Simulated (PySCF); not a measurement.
# CoNH: relaxation and vibrations of the quartet

The task is one start of a wider search on CoNH: the quartet, from a bent start. It is relaxed, tested by its Hessian and followed downhill if it is a saddle.

Method: PBE0, basis Co def2-TZVP, N def2-TZVP, H def2-TZVP, no relativity, density fitting; program: PySCF 2.14.0.

### Step 1. The system as given

3 atoms, charge 0, spin multiplicity 4.

Bond lengths: Co1–N2 1.630 Å, Co1–H3 1.430 Å. Angles: N2–Co1–H3 110.0°.

```xyz
3
charge 0 multiplicity 4
Co    0.0000    0.0000    0.0000
N    -1.3352    0.0000    0.9349
H     1.1714    0.0000    0.8202
```

### Step 2. First SCF at the start

One driver script runs all steps and calls PySCF; scf.py shows how it sets up the SCF of each step. The optimiser is the driver's own. After this first run the driver tries any further starts and a stability analysis.

scf.py reads:

```python
from pyscf import gto, scf, dft
mol = gto.M(atom='''
Co     0.000000     0.000000     0.000000
N     -1.335200     0.000000     0.934900
H      1.171400     0.000000     0.820200''',
    basis={'Co': 'def2-TZVP', 'N': 'def2-TZVP', 'H': 'def2-TZVP'},
    charge=0, spin=3)
mf = dft.UKS(mol, xc='PBE0')
mf.grids.atom_grid = (50, 194)
aux = {'Co': 'def2-universal-JKFIT', 'N': 'def2-universal-JKFIT', 'H': 'def2-universal-JKFIT'}
mf = mf.density_fit(auxbasis=aux)
mf.conv_tol = 1e-08
mf.diis_space = 10
mf.max_cycle = 60
mf.init_guess = 'minao'
mf.verbose = 4
mf.kernel()
```

The run is started by

```console
$ OMP_NUM_THREADS=2 python axn.py task.json out
```

The log of the run (excerpt; [...] marks lines left out):

```text
[... the frontier levels of the middle cycles are left out ...]
init E= -1436.78284844881
[... the frontier-level lines of each cycle are left out ...]
cycle= 1 E= -1421.37345258239  delta_E= 15.4  |g|= 5.65  |ddm|=   13
cycle= 2 E= -1399.86468784623  delta_E= 21.5  |g|=   11  |ddm|= 15.1
cycle= 3 E= -1424.78574370622  delta_E= -24.9  |g|= 7.13  |ddm|= 6.87
cycle= 4 E= -1428.30379193991  delta_E= -3.52  |g|= 6.23  |ddm|= 1.46
cycle= 5 E= -1430.10323633205  delta_E= -1.8  |g|= 5.54  |ddm|= 0.632
cycle= 6 E= -1432.73257158569  delta_E= -2.63  |g|= 4.45  |ddm|= 1.08
cycle= 7 E= -1434.40727175159  delta_E= -1.67  |g|= 3.68  |ddm|= 0.635
cycle= 8 E= -1434.27595278307  delta_E= 0.131  |g|= 3.71  |ddm|= 0.126
cycle= 9 E= -1434.34139545344  delta_E= -0.0654  |g|=  3.7  |ddm|= 0.0927
cycle= 10 E= -1434.74568834836  delta_E= -0.404  |g|= 3.58  |ddm|= 0.314
cycle= 11 E= -1434.7253828188  delta_E= 0.0203  |g|= 3.57  |ddm|= 0.0916
cycle= 12 E= -1419.98653242276  delta_E= 14.7  |g|= 5.71  |ddm|=   15
cycle= 13 E= -1434.78502179966  delta_E= -14.8  |g|= 3.46  |ddm|=   15
cycle= 14 E= -1436.90169632491  delta_E= -2.12  |g|= 1.96  |ddm|= 0.653
[... 6 cycles left out ...]
cycle= 21 E= -1437.7027049345  delta_E= -0.00203  |g|= 0.0113  |ddm|= 0.0463
cycle= 22 E= -1437.70306714261  delta_E= -0.000362  |g|= 0.0145  |ddm|= 0.0298
cycle= 23 E= -1437.70327851174  delta_E= -0.000211  |g|= 0.004  |ddm|= 0.02
cycle= 24 E= -1437.70338127915  delta_E= -0.000103  |g|= 0.00246  |ddm|= 0.0222
cycle= 25 E= -1437.70340878195  delta_E= -2.75e-05  |g|= 0.00115  |ddm|= 0.0124
cycle= 26 E= -1437.70341729782  delta_E= -8.52e-06  |g|= 0.00102  |ddm|= 0.00664
cycle= 27 E= -1437.70342271719  delta_E= -5.42e-06  |g|= 0.00073  |ddm|= 0.00685
cycle= 28 E= -1437.70342383872  delta_E= -1.12e-06  |g|= 0.000342  |ddm|= 0.00246
cycle= 29 E= -1437.70342439377  delta_E= -5.55e-07  |g|= 0.000161  |ddm|= 0.00184
cycle= 30 E= -1437.70342462351  delta_E= -2.3e-07  |g|= 9.07e-05  |ddm|= 0.00114
cycle= 31 E= -1437.70342470269  delta_E= -7.92e-08  |g|= 8.32e-05  |ddm|= 0.000595
cycle= 32 E= -1437.7034247481  delta_E= -4.54e-08  |g|= 4.46e-05  |ddm|= 0.000559
cycle= 33 E= -1437.70342477106  delta_E= -2.3e-08  |g|= 3.73e-05  |ddm|= 0.000526
cycle= 34 E= -1437.70342477338  delta_E= -2.32e-09  |g|= 1.47e-05  |ddm|= 0.000131
Extra cycle  E= -1437.70342477243  delta_E= 9.48e-10  |g|= 7.28e-05  |ddm|= 3.22e-05
converged SCF energy = -1437.70342477243  <S^2> = 3.8188516  2S+1 = 4.0342789
```

This step, with its further starts and checks, ran for 17 s (2 threads of Arm Neoverse V1, shared host).

The starts that the driver tried:

```tsv
start	energy (Eh)
the minimal-basis guess	-1437.703425
a thermally smeared density	-1437.703425
a smeared PBE density	-1437.703425
```

The test of internal stability and the other starts found no lower solution of this spin.

### Step 3. Relaxing the quartet from the bent start

The program finds Cs symmetry in the start, which this walk keeps. Threshold on the gradient: 0.0003 Eh/bohr, with a further test on the energy change.

Changes to scf.py since step 2:

```diff
@@ -3,3 +3,3 @@
-Co     0.000000     0.000000     0.000000
-N     -1.335200     0.000000     0.934900
-H      1.171400     0.000000     0.820200''',
+Co     0.236886     0.000000    -0.188225
+N     -1.098314     0.000000     0.746675
+H      1.408286     0.000000     0.631975''',
@@ -15 +14,0 @@
-mf.init_guess = 'minao'
```

Steps of the walk:

```tsv
step	energy (Eh)	change (kJ/mol)	largest symmetric gradient (Eh/bohr)
0	-1437.703425	0.00	0.04584
1	-1437.707221	-9.97	0.02025
2	-1437.708441	-13.17	0.00692
3	-1437.708576	-13.52	0.00244
4	-1437.708616	-13.63	0.00141
5	-1437.708625	-13.65	0.00108
6	-1437.708633	-13.67	0.00031
7	-1437.708633	-13.67	0.00002
```

The walk took 16 s.

Positions (Å) and forces (eV/Å) along the way:

```
step 0
Co   0.237   0.000  -0.188  -2.357   0.000  -0.276
N   -1.098   0.000   0.747   1.551   0.000  -0.712
H    1.408   0.000   0.632   0.806   0.000   0.988
step 1
Co   0.212   0.000  -0.212  -1.043   0.000  -0.294
N   -1.055   0.000   0.748   0.657   0.000  -0.249
H    1.390   0.000   0.655   0.386   0.000   0.543
step 4
Co   0.190   0.000  -0.266   0.044   0.000   0.036
N   -0.997   0.000   0.764   0.026   0.000   0.007
H    1.353   0.000   0.692  -0.071   0.000  -0.044
step 7
Co   0.193   0.000  -0.270  -0.004   0.000   0.001
N   -0.988   0.000   0.767   0.003   0.000   0.006
H    1.342   0.000   0.694   0.001   0.000  -0.007
```

End point (Cs, 7 steps, 13.7 kJ/mol gained): Co–H 1.500 Å, Co–N 1.571 Å; H–Co–N 98.7°.

### Step 4. Is it a minimum? Harmonic modes

The point is checked on the finer grid, and tightened if its gradient asks for it. The Hessian and the dipole derivatives come from central differences of analytic gradients, with steps of 0.02 bohr.

Changes to scf.py since step 3:

```diff
@@ -3,3 +3,3 @@
-Co     0.236886     0.000000    -0.188225
-N     -1.098314     0.000000     0.746675
-H      1.408286     0.000000     0.631975''',
+Co     0.207973     0.000000    -0.207757
+N     -0.974643     0.000000     0.826896
+H      1.358853     0.000000     0.753310''',
@@ -9 +9 @@
-mf.grids.atom_grid = (50, 194)
+mf.grids.atom_grid = (75, 302)
@@ -12 +12 @@
-mf.conv_tol = 1e-08
+mf.conv_tol = 1e-10
```

This SCF starts from the last density.

SCF at the final geometry:

```text
init E= -1437.70852416631
[... the frontier-level lines of each cycle are left out ...]
cycle= 1 E= -1437.70852416613  delta_E= 1.82e-10  |g|= 2.83e-05  |ddm|= 9.82e-06
cycle= 2 E= -1437.70852415988  delta_E= 6.25e-09  |g|= 0.000165  |ddm|= 5.64e-05
cycle= 3 E= -1437.70852416632  delta_E= -6.44e-09  |g|= 3.82e-07  |ddm|= 4.81e-05
cycle= 4 E= -1437.70852416632  delta_E= 6.37e-12  |g|= 4e-07  |ddm|= 1.08e-06
Extra cycle  E= -1437.70852416632  delta_E= -4.09e-12  |g|= 1.44e-06  |ddm|= 9.91e-07
converged SCF energy = -1437.70852416632  <S^2> = 3.7978866  2S+1 = 4.0238721
```

The whole step took 63 s.

Geometry: Cs; Co–H 1.499 Å, Co–N 1.571 Å; H–Co–N 99.0°.

Modes, for the most abundant isotopes:

```tsv
symmetry	ω (cm⁻¹)	IR (km/mol)	μ (u)	type
a'	491	83.5	1.11	bend
a'	894	23.4	14.62	stretch
a'	1941	69.1	1.03	stretch
```

All wavenumbers are real: a minimum.

Properties at this point:

| Item | Value |
| --- | --- |
| Dipole moment | 3.57 D |
| Highest occupied level | -7.08 eV |
| Lowest empty level | -2.63 eV |
| Rotational constants | 7.816, 0.5968, 0.5545 cm⁻¹ |
| Zero-point energy | 19.9 kJ/mol |
| Principal polarisabilities | 22.7, 33.2, 45.4 bohr³ |
| Atomisation energy without zero-point energy | 464 kJ/mol |
| Principal traceless quadrupole moments about the centre of mass | -2.74, 0.89, 1.85 D Å |
| Entropy at 298.15 K and 1 bar (electronic part: spin only) | 257.3 J/(mol K) |
| Heat capacity Cp at 298.15 K | 40.8 J/(mol K) |
| Enthalpy at 298.15 K above 0 K | 10.67 kJ/mol |
| Rotational symmetry number | 1 |
| Spin squared ⟨S²⟩ | 3.798 |

Populations by atom (charges in e):

| atom | Mulliken | Löwdin | polar tensor | spin (Mulliken) | Mayer order to Co1 |
| --- | --- | --- | --- | --- | --- |
| Co1 | 0.48 | 0.24 | 0.64 | 1.94 | – |
| N2 | -0.41 | -0.19 | -0.40 | 1.15 | 2.12 |
| H3 | -0.07 | -0.04 | -0.24 | -0.09 | 0.87 |

Outer orbital energies (eV). α occupied: -11.32, -11.30, -10.89, -10.56, -9.38, -8.27, -7.09, -7.08; empty: -2.40, -1.39, 1.84, 2.93. β occupied: -66.16, -65.80, -19.29, -9.65, -8.82, -8.47, -8.43, -8.25; empty: -2.63, -2.05, -1.98, -1.49.

Mulliken populations on Co1: s 6.61, p 12.30, d 7.60, f 0.00.

### Step 5. Results

| quantity | value |
| --- | --- |
| minimum | quartet, Cs |
| geometry | Co–H 1.499 Å, Co–N 1.571 Å; H–Co–N 99.0° |
| wavenumbers (cm⁻¹) | 491 (a'), 894 (a'), 1941 (a') |
| dipole moment | 3.57 D |
| highest occupied, lowest empty level (either spin) | -7.08, -2.63 eV |
| polar-tensor charge of Co1 | +0.64 e |
| zero-point energy | 19.9 kJ/mol |
| entropy at 298.15 K | 257.3 J/(mol K) |
| atomisation energy (no zero-point energy) | 464 kJ/mol |
| ⟨S²⟩ | 3.798 |

What this shows: The molecule stays Cs, as typed, and the end point is a minimum. In the infrared the band at 491 cm⁻¹ (a', bend) leads. Most of the spin sits on Co1 (Mulliken spin 1.94, against 3 for the whole molecule). Only this shape and spin were tried, so other structures or states may lie lower. Open d and f shells are described by one determinant, and the ground state may have another occupation or spin.

The search up to here took 96 s.
